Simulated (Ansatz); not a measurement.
BIr:

```
CELL_PARAMETERS angstrom
3.04211 0.00000 0.00000
-1.52105 2.63454 0.00000
0.00000 0.00000 2.70297
ATOMIC_POSITIONS crystal
Ir 0.66667 0.33333 0.00000
B 0.00000 0.00000 0.50000
```

The cell comes from a database or a generator and needn't be the stable form of this composition.

| Property | Result |
| --- | --- |
| Program | Ansatz 0.2.0 |
| Task | relaxation of cell and atoms |
| Functional | RPBE |
| Potentials or basis | Ansatz PAW |
| Cutoff | 420 eV (not typed: the program's choice for these potentials) |
| k mesh | 10 × 10 × 10 |
| Occupations | fermi-dirac, width 0.05 eV |
| Spin | no spin polarisation |

At the start: volume 10.83 Å³/atom.

**Question.** How do energy, volume and symmetry change on relaxing?

**Answer.** It ends after 6 steps and the volume is 11.04 Å³/atom (+1.9 %); space group P-6m2 (No. 187, to 0.05 Å).

The path:
| step | energy change (eV) | largest force (eV/Å) | volume (Å³) |
| --- | --- | --- | --- |
| 1 | 0.0000 | 0.0000 | 21.66 |
| 2 | -0.0069 | 0.0000 | 22.20 |
| 3 | -0.0080 | 0.0000 | 22.10 |
| 4 | -0.0080 | 0.0000 | 22.08 |
| 5 | -0.0080 | 0.0000 | 22.08 |
| 6 | -0.0084 | 0.0000 | 22.08 |

Final structure:
```
Ir B
1.0
     3.05856    0.00000    0.00000
    -1.52928    2.64879    0.00000
     0.00000    0.00000    2.72586
Ir B
1 1
Direct
  0.66667 0.33333 0.00000
  0.00000 0.00000 0.50000
```

Caveat: the plane-wave basis is chosen anew once the cell has moved, so the energies of steps on either side of that aren't comparable; the PAW data sets come from PBE, with cores solved anew for the run's functional, which leaves a small shift of forces and pressure.
